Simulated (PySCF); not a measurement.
# C6H15Al: the cost of one run

Computed with PySCF 2.14.0. Level: levels as typed in each script, gas phase, geometry from GFN2-xTB.

1 further run of the same task is left out (it didn't finish).

## 1. Where the work starts

22 atoms, charge 0, spin multiplicity 1.

Bond lengths: C1–C2 1.537 Å, C1–H8 1.091 Å, C1–H9 1.090 Å, C1–H10 1.090 Å, C2–Al3 2.011 Å, C2–H11 1.101 Å, C2–H12 1.100 Å, Al3–C4 2.011 Å, Al3–C6 2.010 Å, C4–C5 1.540 Å, C4–H13 1.100 Å, C4–H14 1.101 Å, C5–H15 1.089 Å, C5–H16 1.090 Å, C5–H17 1.091 Å, C6–C7 1.538 Å, C6–H18 1.100 Å, C6–H19 1.100 Å and more. Angles: C2–C1–H8 111.5°, C2–C1–H9 110.6°, C2–C1–H10 110.7°, H8–C1–H9 108.1°, H8–C1–H10 108.1°, H9–C1–H10 107.7°, C1–C2–Al3 113.2°, C1–C2–H11 108.9°, C1–C2–H12 108.4°, Al3–C2–H11 110.0°, Al3–C2–H12 111.5°, H11–C2–H12 104.5°, C2–Al3–C4 120.9°, C2–Al3–C6 119.0°, C4–Al3–C6 120.1°, Al3–C4–C5 113.5°, Al3–C4–H13 111.4°, Al3–C4–H14 110.7° and more.

As a file:

```xyz
22

C     2.9739    0.5250    0.0441
C     1.7057    1.2918   -0.3638
Al    0.0091    0.3605    0.1817
C     0.0173   -1.5841    0.6944
C    -0.0563   -2.5369   -0.5137
C    -1.7188    1.3874    0.1490
C    -2.9315    0.5152   -0.2160
H     3.8767    1.0372   -0.2916
H     3.0268    0.4195    1.1273
H     2.9733   -0.4759   -0.3863
H     1.7413    2.2991    0.0782
H     1.7393    1.4662   -1.4492
H     0.9173   -1.8427    1.2724
H    -0.8281   -1.8152    1.3606
H    -0.9660   -2.3620   -1.0871
H     0.7907   -2.3795   -1.1807
H    -0.0495   -3.5814   -0.1984
H    -1.9210    1.8637    1.1200
H    -1.6537    2.2230   -0.5637
H    -2.8284    0.1186   -1.2256
H    -3.8621    1.0823   -0.1676
H    -3.0162   -0.3303    0.4658
```

## 2. Localised orbitals (PBE0/6-311g**)

Contents of input.py:

```python
import numpy as np
from pyscf import gto, scf, dft, lo
from pyscf.data.elements import chemcore

def solve(mol, dm0=None, hcore=None):
    mf = (dft.UKS if mol.spin else dft.RKS)(mol, xc='pbe0')
    mf.grids.level = 3
    mf = mf.density_fit(auxbasis='def2-universal-jkfit')
    mf.conv_tol, mf.max_cycle = 1e-8, 80
    if hcore is not None:
        mf.get_hcore = lambda *args: hcore
    mf.kernel(dm0)
    if not mf.converged:
        mf = mf.newton().run(mf.mo_coeff, mf.mo_occ, max_cycle=30)
    assert mf.converged, 'SCF not converged'
    return mf

mol = gto.M(atom='''
C      2.97387     0.52504     0.04411
C      1.70569     1.29180    -0.36375
Al     0.00909     0.36055     0.18167
C      0.01730    -1.58412     0.69438
C     -0.05634    -2.53689    -0.51373
C     -1.71881     1.38738     0.14905
C     -2.93146     0.51519    -0.21605
H      3.87666     1.03721    -0.29158
H      3.02679     0.41947     1.12734
H      2.97331    -0.47593    -0.38626
H      1.74132     2.29907     0.07816
H      1.73930     1.46620    -1.44921
H      0.91727    -1.84267     1.27240
H     -0.82812    -1.81519     1.36057
H     -0.96600    -2.36204    -1.08711
H      0.79066    -2.37948    -1.18073
H     -0.04955    -3.58136    -0.19837
H     -1.92097     1.86368     1.12000
H     -1.65374     2.22298    -0.56369
H     -2.82843     0.11860    -1.22558
H     -3.86206     1.08228    -0.16763
H     -3.01616    -0.33033     0.46580
''', basis='6-311g**', charge=0, spin=0, verbose=4)
mf = solve(mol)
occ_all = mf.mo_coeff[:, mf.mo_occ > 0]
occ = occ_all[:, chemcore(mol):]
pm = lo.PM(mol, occ, pop_method='meta_lowdin')
loc = pm.kernel()
for _ in range(5):
    new, stable = pm.stability_jacobi(return_status=True)
    if stable:
        break
    loc = pm.kernel(new)
fock, s = mf.get_fock(), mf.get_ovlp()
ortho = lo.orth_ao(mol, 'meta_lowdin')
labels = mol.ao_labels(fmt=None)
vir = loc[:, :0]
both = np.hstack([loc, vir])
p = (ortho.T @ s @ both) ** 2
pop = np.array([p[[l[0] == a for l in labels]].sum(0) for a in range(mol.natm)])
spd = np.array([[p[[l[0] == a and l[2][-1] == k for l in labels]].sum(0) for k in 'spd'] for a in range(mol.natm)])
eps = np.einsum('pi,pq,qi->i', both, fock, both)
for i in np.argsort(eps):
    top = np.argsort(-pop[:, i])[:3]
    print('%3d %s %9.4f Eh ' % (i + 1, 'occ' if i < loc.shape[1] else 'vir', eps[i]), '  '.join('%s%d %.3f' % (mol.atom_symbol(a), a + 1, pop[a, i]) for a in top))
np.savez('result.npz', c=both, nocc=loc.shape[1], pop=pop, spd=spd, eps=eps, e=mf.e_tot)
```

Run with:

```bash
> OMP_NUM_THREADS=1 python input.py
```

What time and memory should one allow on 1 thread of Intel Xeon Platinum 8259CL at 2.50GHz (Skylake/Cascade Lake), shared host?

About 51 s, with a peak of 0.92 GiB.
